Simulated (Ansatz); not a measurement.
**CH3BrF2Ge: small, medium and large basis sets**

An exercise on one series of results from a longer session: the logs are not shown, and one member is left open.

Method: one geometry, several basis sets; program: Ansatz 0.2.0, Gaussian basis.

The runs, in order: PBE0-D4/def2-SVP; ωB97M-V/def2-SVP; PBE0-D4/def2-QZVPP; ωB97M-V/def2-QZVPP; the functionals' def2-TZVPP values are taken from earlier runs.

### The geometry

An earlier PBE0-D4 in a triple-zeta def2 set relaxation fixed the geometry.

SMILES `[CH3][Ge]([F])([F])[Br]`, 8 atoms, charge 0, spin multiplicity 1.

Atoms are counted from 1 here; the program's logs count them from 0.

Bond lengths: C1–Ge2 1.918 Å, C1–H6 1.089 Å, C1–H7 1.089 Å, C1–H8 1.090 Å, Ge2–F3 1.721 Å, Ge2–F4 1.721 Å, Ge2–Br5 2.274 Å. Angles: Ge2–C1–H6 109.3°, Ge2–C1–H7 109.3°, Ge2–C1–H8 108.7°, H6–C1–H7 109.7°, H6–C1–H8 109.9°, H7–C1–H8 109.9°, C1–Ge2–F3 111.0°, C1–Ge2–F4 111.0°, C1–Ge2–Br5 115.6°, F3–Ge2–F4 104.2°, F3–Ge2–Br5 107.2°, F4–Ge2–Br5 107.2°.

The first run:

in.yaml

```yaml
crystal:
  periodic: [false, false, false]
  atoms:
    - {symbol: C, position_ang: [-0.362361, -0.600501, 0.844308]}
    - {symbol: Ge, position_ang: [0.342176, 0.386703, -0.641809]}
    - {symbol: F, position_ang: [1.945792, 0.922227, -0.320824]}
    - {symbol: F, position_ang: [0.503200, -0.619094, -2.028835]}
    - {symbol: Br, position_ang: [-0.862236, 2.209865, -1.269804]}
    - {symbol: H, position_ang: [-1.362427, -0.956175, 0.599191]}
    - {symbol: H, position_ang: [-0.406350, 0.047521, 1.718877]}
    - {symbol: H, position_ang: [0.294307, -1.447646, 1.042996]}
basis:
  gaussian: {orbitals: def2-SVP}
hamiltonian: {xc: pbe0, dispersion: d4}
output: {orbitals: {seedname: orbitals}}
```

Among the steps run: PBE0-D4 in def2-SVP; ωB97M-V in def2-SVP; PBE0-D4 in def2-QZVPP; ωB97M-V in def2-QZVPP.

One of the session's tables, all rows but one given; the rest of the session is left out.

```
functional       basis  HOMO (eV)
   PBE0-D4    def2-SVP          ?
   PBE0-D4  def2-TZVPP      -9.00
   PBE0-D4  def2-QZVPP      -9.02
   ωB97M-V    def2-SVP     -11.11
   ωB97M-V  def2-TZVPP     -11.23
   ωB97M-V  def2-QZVPP     -11.26
```

**Question.** Estimate the row for PBE0-D4, def2-SVP.

As computed: HOMO (eV): -8.89. In the column «HOMO (eV)» it is the highest.
